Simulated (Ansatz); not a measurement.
**C2F2I2: a ladder of functionals and wavefunction methods**

Aim: compute C2F2I2 with functionals from several rungs and with coupled cluster. The yardstick is the atomisation energy at the CCSD(T) limit.

Method: functionals in def2-TZVPP, the program's frozen cores in correlated methods; program: Ansatz 0.2.0, Gaussian basis.

Plan: PBE-D4, r2SCAN-D4, PBE0-D4, B3LYP-D4, ωB97X-V, ωB97M-V, B2PLYP; CCSD(T)/def2-TZVPP; MP2/def2-QZVPP; extrapolation to the limit.

### 1 The relaxed structure

The geometry comes from an earlier relaxation with PBE0-D4 in a triple-zeta def2 set; it is a stationary point. I takes the def2 core potential; no spin-orbit term is included.

SMILES `F/C(I)=C(\F)I`, 6 atoms, charge 0, spin multiplicity 1.

Atoms are counted from 1 here; the program's logs count them from 0.

Bond lengths: F1–C2 1.328 Å, C2–I3 2.056 Å, C2–C4 1.332 Å, C4–F5 1.328 Å, C4–I6 2.056 Å. Angles: F1–C2–I3 114.5°, F1–C2–C4 119.0°, I3–C2–C4 126.5°, C2–C4–F5 119.0°, C2–C4–I6 126.5°, F5–C4–I6 114.5°.

### 2 PBE-D4 (GGA)

in.yaml

```yaml
crystal:
  periodic: [false, false, false]
  atoms:
    - {symbol: F, position_ang: [-0.670371, -0.774504, -1.540196]}
    - {symbol: C, position_ang: [-0.153961, -0.567687, -0.334473]}
    - {symbol: I, position_ang: [0.258294, -2.283402, 0.721654]}
    - {symbol: C, position_ang: [0.047108, 0.683179, 0.076637]}
    - {symbol: F, position_ang: [-0.274757, 1.686572, -0.731340]}
    - {symbol: I, position_ang: [0.828486, 1.264643, 1.887817]}
basis:
  gaussian: {orbitals: def2-TZVPP}
hamiltonian: {xc: pbe, dispersion: d4}
output: {forces: true, orbitals: {seedname: orbitals}}
```

The run is started by

```bash
> ansatz run in.yaml --threads 4 --pin off --events-out ev --progress --plain --max-ram 10444MiB
```

After this run come: r2SCAN-D4 (meta-GGA); PBE0-D4 (hybrid); B3LYP-D4 (hybrid); ωB97X-V (range-separated); ωB97M-V (range-separated); B2PLYP (double hybrid); CCSD(T) in def2-TZVPP; MP2 in def2-QZVPP.

Q: Predict the results of all the runs planned. Wanted: atomisation energy, CCSD(T)/CBS; farthest; mean size of error, hybrid; mean size of error, range-separated; gap, smallest and largest; T1 diagnostic; triples share of the correlation energy.

The runs gave:

```
                               quantity                                value
        atomisation energy, CCSD(T)/CBS                            20.908 eV
    functionals within 0.209 eV (1.0 %)          r2SCAN-D4, ωB97X-V, ωB97M-V
                               farthest                   PBE-D4 (+1.602 eV)
             mean size of error, hybrid                             0.309 eV
    mean size of error, range-separated                             0.179 eV
              gap, smallest and largest  3.47 eV (PBE-D4), 9.86 eV (ωB97X-V)
                          T1 diagnostic                               0.0112
triples share of the correlation energy                                3.1 %
```

PBE-D4 misses by +1.602 eV. Double hybrids carry the basis error of their MP2 part in triple zeta, and no dispersion term here, so their miss is partly the set-up's. Misses under about 0.209 eV are within the doubt on the reference itself, which lacks core-valence correlation, spin-orbit coupling and higher excitations, and its outer-core shells are covered unevenly. All levels share the lack of spin-orbit coupling, which lowers the free heavy atoms and so the true binding. Hartree-Fock recovers 58 % of the binding; the rest is correlation. Orbital gaps span 3.5 to 9.9 eV; exact exchange widens them. The restricted reference is unstable towards a spin-broken one. Correlated methods include outer-core shells of I, which these sets cover unevenly.
